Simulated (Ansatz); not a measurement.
# Ca: the cost of one run

Method: DFT PBEsol, scalar-relativistic, plane waves, PAW, in Ansatz 0.2.0.

### 1 The system as given

The structure is cubic, space group Fm-3m (No. 225). Conventional cell: a = 5.588 Å, b = 5.588 Å, c = 5.588 Å, α = 90.00°, β = 90.00°, γ = 90.00°. Ca (site symmetry m-3m) is surrounded by 12 Ca at 3.95 Å.

Coordinates:

```cif
data_structure
_symmetry_space_group_name_H-M 'Fm-3m'
_symmetry_Int_Tables_number 225
_cell_length_a 5.5884
_cell_length_b 5.5884
_cell_length_c 5.5884
_cell_angle_alpha 90.000
_cell_angle_beta 90.000
_cell_angle_gamma 90.000
_cell_volume 174.53
loop_
_atom_site_label
_atom_site_type_symbol
_atom_site_symmetry_multiplicity
_atom_site_Wyckoff_symbol
_atom_site_fract_x
_atom_site_fract_y
_atom_site_fract_z
_atom_site_occupancy
Ca1 Ca 4 a 0.00000 0.00000 0.00000 1
```

The cell is taken as given, not relaxed at this level.

### 2 Zero of energy

Reference values: F = -1793.7287 eV; pressure -1.16 GPa; largest force 0.000 eV/Å; gap on the mesh none (metal). It was computed beforehand with the settings of the runs below.

### 3 Next: a two-dimensional strain map

The cell is strained by p along both x and y and by q along z, with fractional coordinates fixed.

### 4 Point p = -0.030, q = -0.030

The input, input.yaml:

```yaml
crystal:
  lattice:
    - [0.0, 2.710374, 2.710374]
    - [2.710374, 0.0, 2.710374]
    - [2.710374, 2.710374, 0.0]
  atoms:
    - { symbol: Ca, position: [0.0, 0.0, 0.0] }
basis:
  ecutwfc: 420
kpoints:
  mp_grid: { grid: [14, 14, 14] }
hamiltonian:
  xc: pbesol
scf:
  occupations: { method: gaussian, width: 0.15 }
output:
  forces: true
  stress: true
  eigenvalues: true
  write_density: true
  write_potential: true
  elf: true
  volumetric_format: npy
```

Started as:

```console
$ ansatz run input.yaml --threads 1 --pin off --max-ram 2560MiB --backend cpu --events-out ev --progress --plain --runs-dir out
```

**Question.** How long does this run take on 1 thread of Intel Xeon 6975P-C (Granite Rapids), shared host, and how much memory does it need?

About 1.3 s, with a peak of 0.36 GiB.
